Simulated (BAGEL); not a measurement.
# singlet BSiH3ClO+, step by step

We compute a single-point energy (singlet BSiH3ClO+, HF/def2-SV(P)), then the energy (doublet BSiH3ClO, NEVPT2(3,3)/def2-SV(P)), then the energy (doublet BSiH3ClO, CASPT2(3,3)/def2-SV(P)) of BClH3OSi. 

Program for the calculation: BAGEL 1.2.2.

### 1 The structure to begin with

BSiH3ClO+: 7 atoms, total charge +1, spin state singlet. SMILES of the parent species: `[SiH3]O[B]Cl`. One bond was lengthened or shortened from a relaxed shape. That shape belongs to the parent species and isn't relaxed for this state.

Bond lengths: Si1–O2 1.667 Å, O2–B3 1.324 Å, B3–Cl4 1.747 Å, Si1–H5 1.480 Å, Si1–H6 1.482 Å, Si1–H7 1.702 Å. Angles: Si1–O2–B3 133.9°, O2–B3–Cl4 123.5°, O2–Si1–H5 107.1°, O2–Si1–H6 109.9°, O2–Si1–H7 107.2°, H5–Si1–H6 110.9°, H5–Si1–H7 110.6°, H6–Si1–H7 110.9°.

### 2 The energy at HF/def2-SV(P) (density fitting with svp-jkfit) (run 1)

Contents of job.json:

```json
{ "bagel" : [

{
  "title" : "molecule",
  "basis" : "def2-sv_p_.json",
  "df_basis" : "svp-jkfit",
  "angstrom" : true,
  "geometry" : [
    { "atom" : "Si", "xyz" : [      -0.421039,       0.702666,       0.519248 ] },
    { "atom" : "O", "xyz" : [       0.196861,      -0.721134,      -0.089152 ] },
    { "atom" : "B", "xyz" : [       1.408161,      -1.114834,      -0.452152 ] },
    { "atom" : "Cl", "xyz" : [       1.756961,      -2.709534,      -1.074652 ] },
    { "atom" : "H", "xyz" : [      -1.049339,       0.384066,       1.820548 ] },
    { "atom" : "H", "xyz" : [       0.667561,       1.693866,       0.685648 ] },
    { "atom" : "H", "xyz" : [      -1.586300,       1.260400,      -0.588400 ] }
  ]
},

{ "title" : "hf", "charge" : 1 },

{ "title" : "print", "file" : "orbitals.molden", "orbitals" : true }

]}
```

The basis set def2-SV(P) is read from a file made from the Basis Set Exchange's data (not shown).

On the command line:

```sh
$ BAGEL_NUM_THREADS=1 BAGEL job.json > job.out
```

Output:

```text
* using 1 threads per process

  ===============================================================
  ===============================================================

  *** Geometry ***

  { "atom" : "Si", "xyz" : [     -0.795648,      1.327846,      0.981237 ] },
  { "atom" : "O", "xyz" : [      0.372013,     -1.362746,     -0.168473 ] },
  { "atom" : "B", "xyz" : [      2.661039,     -2.106731,     -0.854443 ] },
  { "atom" : "Cl", "xyz" : [      3.320175,     -5.120277,     -2.030798 ] },
  { "atom" : "H", "xyz" : [     -1.982963,      0.725780,      3.440337 ] },
  { "atom" : "H", "xyz" : [      1.261507,      3.200943,      1.295687 ] },
  { "atom" : "H", "xyz" : [     -2.997673,      2.381811,     -1.111915 ] },

  Number of auxiliary basis functions:      462

  Since a DF basis is specified, we compute 2- and 3-index integrals:
    o Being stored without compression. Storage requirement is 0.018 GB

  Number of basis functions:       70
  Number of electrons      :       47

    * METHOD: MOLECULE                             0.18

  *** RHF ***

  === Nuclear Repulsion ===
   173.6620318087

      * DIIS with orbital gradients will be used.

  === RHF iteration (def2-sv_p_.json) ===
      0       -848.99587673          0.01926160           0.05
      1       -849.08790838          0.01518332           0.04
      2       -849.15528823          0.00157201           0.04
      3       -849.15682233          0.00039904           0.04
      4       -849.15691249          0.00010313           0.04
      5       -849.15692148          0.00003946           0.04
      6       -849.15692327          0.00001654           0.04
      7       -849.15692381          0.00000568           0.04
      8       -849.15692388          0.00000195           0.04
      9       -849.15692389          0.00000083           0.04
     10       -849.15692389          0.00000032           0.04
     11       -849.15692389          0.00000009           0.04
     12       -849.15692389          0.00000004           0.04
     13       -849.15692389          0.00000001           0.04
     14       -849.15692389          0.00000001           0.04
    * SCF iteration converged.

    * Permanent dipole moment:
           (   -1.074539,    -0.451869,    -0.046799) a.u.

    * METHOD: HF                                   0.80

    * METHOD: PRINT                                0.01

  ===============================================================
```

Wall time 1.1 s (1 thread of Arm Neoverse V1, shared host); peak memory 0.14 GiB.

### 3 Doublet neutral BSiH3ClO: a single-point energy at NEVPT2(3,3)/def2-SV(P) (density fitting with svp-jkfit) (run 2)

Contents of job.json:

```json
{ "bagel": [

{
  "title": "molecule",
  "basis": "def2-sv_p_.json",
  "df_basis": "svp-jkfit",
  "angstrom": true,
  "geometry": [
    { "atom": "Si", "xyz": [      -0.421039,       0.702666,       0.519248 ] },
    { "atom": "O", "xyz": [       0.196861,      -0.721134,      -0.089152 ] },
    { "atom": "B", "xyz": [       1.408161,      -1.114834,      -0.452152 ] },
    { "atom": "Cl", "xyz": [       1.756961,      -2.709534,      -1.074652 ] },
    { "atom": "H", "xyz": [      -1.049339,       0.384066,       1.820548 ] },
    { "atom": "H", "xyz": [       0.667561,       1.693866,       0.685648 ] },
    { "atom": "H", "xyz": [      -1.586300,       1.260400,      -0.588400 ] }
  ]
},

{
  "title": "hf",
  "charge": 1
},

{
  "title": "casscf",
  "nstate": 1,
  "nact": 3,
  "nclosed": 22,
  "nspin": 1,
  "active": [23, 24, 27],
  "maxiter": 200,
  "natocc": true
},

{
  "title": "nevpt2",
  "nstate": 1,
  "nact": 3,
  "nclosed": 22,
  "nspin": 1,
  "active": [23, 24, 27],
  "maxiter": 200,
  "natocc": true,
  "ncore": 12
},

{
  "title": "print",
  "file": "orbitals.molden",
  "orbitals": true
}

]}
```

The basis set def2-SV(P) is read from a file made from the Basis Set Exchange's data (not shown).

On the command line:

```sh
$ BAGEL_NUM_THREADS=1 BAGEL job.json > job.out
```

Output:

```text
* using 1 threads per process

  ===============================================================
  ===============================================================

  *** Geometry ***

  { "atom" : "Si", "xyz" : [     -0.795648,      1.327846,      0.981237 ] },
  { "atom" : "O", "xyz" : [      0.372013,     -1.362746,     -0.168473 ] },
  { "atom" : "B", "xyz" : [      2.661039,     -2.106731,     -0.854443 ] },
  { "atom" : "Cl", "xyz" : [      3.320175,     -5.120277,     -2.030798 ] },
  { "atom" : "H", "xyz" : [     -1.982963,      0.725780,      3.440337 ] },
  { "atom" : "H", "xyz" : [      1.261507,      3.200943,      1.295687 ] },
  { "atom" : "H", "xyz" : [     -2.997673,      2.381811,     -1.111915 ] },

  Number of auxiliary basis functions:      462

[... 21 lines left out ...]
    * SCF iteration converged.
[... 1 line left out ...]
    * Permanent dipole moment:
[... 28 lines left out ...]
    * Second-order optimization converged. *
[... 5 lines left out ...]
      0  0      -849.46131630     4.74e-02      0.00
      1  0      -849.47973129     4.57e-04      0.00
      2  0      -849.47973400     3.56e-05      0.00
[... 4 lines of this table left out ...]
      7  0 *    -849.47973402     9.80e-16      0.00

     * ci vector, state   0, <S^2> = 0.7500
       2a.    -0.9917304669
       .a2    -0.1283344758

    * METHOD: CASSCF                               2.49

    * freezing 12 orbitals

  === DF-NEVPT2 calculation ===

    * 3-index integral transformation done
    * assembly done

      NEVPT2 correlation energy:   -0.4360541563      0.10

          (+0)     -0.3796861229
          (+0)'    -0.0057797232
          (+1)     -0.0161099514
          (+1)'    -0.0000167474
          (+2)     -0.0001842013
          (-1)     -0.0307157325
          (-1)'    -0.0000483782
          (-2)     -0.0035132993

      NEVPT2 total energy:       -849.9157881745

    * METHOD: NEVPT2                               0.19

    * METHOD: PRINT                                0.01

  ===============================================================
```

Wall time 3.9 s (1 thread of Arm Neoverse V1, shared host); peak memory 0.14 GiB.

### 4 Doublet neutral BSiH3ClO: a single-point energy at CASPT2(3,3)/def2-SV(P) (density fitting with svp-jkfit) (run 3)

Contents of input.json:

```json
{ "bagel": [

{
  "title": "molecule",
  "basis": "def2-sv_p_.json",
  "df_basis": "svp-jkfit",
  "angstrom": "true",
  "geometry": [
    { "atom": "Si", "xyz": [      -0.421039,       0.702666,       0.519248 ] },
    { "atom": "O", "xyz": [       0.196861,      -0.721134,      -0.089152 ] },
    { "atom": "B", "xyz": [       1.408161,      -1.114834,      -0.452152 ] },
    { "atom": "Cl", "xyz": [       1.756961,      -2.709534,      -1.074652 ] },
    { "atom": "H", "xyz": [      -1.049339,       0.384066,       1.820548 ] },
    { "atom": "H", "xyz": [       0.667561,       1.693866,       0.685648 ] },
    { "atom": "H", "xyz": [      -1.586300,       1.260400,      -0.588400 ] }
  ]
},

{
  "title": "hf",
  "charge": 1
},

{
  "title": "casscf",
  "nstate": 1,
  "nact": 3,
  "nclosed": 22,
  "nspin": 1,
  "active": [23, 24, 27],
  "maxiter": 200,
  "natocc": "true"
},

{
  "title": "print",
  "file": "orbitals.molden",
  "orbitals": "true"
},

{
  "title": "smith",
  "method": "caspt2",
  "ms": "true",
  "xms": "true",
  "sssr": "true",
  "shift": 0.2,
  "shift_imag": "true",
  "ncore": 12
}

]}
```

The basis set def2-SV(P) is read from a file made from the Basis Set Exchange's data (not shown).

On the command line:

```sh
$ BAGEL_NUM_THREADS=1 BAGEL input.json > input.out
```

Output:

```text
* using 1 threads per process

  ===============================================================
  ===============================================================

  *** Geometry ***

  { "atom" : "Si", "xyz" : [     -0.795648,      1.327846,      0.981237 ] },
  { "atom" : "O", "xyz" : [      0.372013,     -1.362746,     -0.168473 ] },
  { "atom" : "B", "xyz" : [      2.661039,     -2.106731,     -0.854443 ] },
  { "atom" : "Cl", "xyz" : [      3.320175,     -5.120277,     -2.030798 ] },
  { "atom" : "H", "xyz" : [     -1.982963,      0.725780,      3.440337 ] },
  { "atom" : "H", "xyz" : [      1.261507,      3.200943,      1.295687 ] },
  { "atom" : "H", "xyz" : [     -2.997673,      2.381811,     -1.111915 ] },

  Number of auxiliary basis functions:      462

[... 21 lines left out ...]
    * SCF iteration converged.
[... 1 line left out ...]
    * Permanent dipole moment:
[... 28 lines left out ...]
    * Second-order optimization converged. *
[... 11 lines left out ...]
     * ci vector, state   0, <S^2> = 0.7500
[... 16 lines left out ...]
    * Zeroth order energy : state  0       -1.0682756001
[... 4 lines left out ...]
       #      aibj      arbs      arbi      airj      risj      airs      arst      rist         Etot      error   time
[... 2 lines left out ...]
       0  -0.37882  -0.00452  -0.03317  -0.01807  -0.00028  -0.00548  -0.00006  -0.00002   -0.4404109  0.0010444   0.04
       1  -0.37897  -0.00455  -0.03321  -0.01820  -0.00030  -0.00558  -0.00006  -0.00002   -0.4408778  0.0001789   0.04
       2  -0.37897  -0.00455  -0.03322  -0.01820  -0.00030  -0.00557  -0.00006  -0.00002   -0.4408906  0.0000385   0.04
       3  -0.37897  -0.00455  -0.03322  -0.01820  -0.00030  -0.00557  -0.00006  -0.00002   -0.4408911  0.0000082   0.04
       4  -0.37897  -0.00455  -0.03322  -0.01820  -0.00030  -0.00557  -0.00006  -0.00002   -0.4408911  0.0000015   0.04
       5  -0.37897  -0.00455  -0.03322  -0.01820  -0.00030  -0.00557  -0.00006  -0.00002   -0.4408911  0.0000003   0.04

      ------------------------------------------------------------------------------------------------------------------

    * CASPT2 energy : state  0     -849.9230640982
        w/o shift correction       -849.9206251562
        reference weight              0.8693841091

    * METHOD: SMITH                                0.37

  ===============================================================
```

It took 4.2 s on 1 thread of Arm Neoverse V1, shared host; peak memory 0.14 GiB.

### 5 Summary of results

| quantity | value |
| --- | --- |
| run 1, HF/def2-SV(P): total energy | -849.15692 Eh |
| run 1, HF/def2-SV(P): HOMO energy | -16.92 eV |
| run 1, HF/def2-SV(P): LUMO energy | -7.06 eV |
| run 1, HF/def2-SV(P): HOMO–LUMO gap | 9.86 eV |
| doublet neutral BSiH3ClO, run 2: total energy | -849.91579 Eh |
| doublet neutral BSiH3ClO, run 3: total energy | -849.92306 Eh |
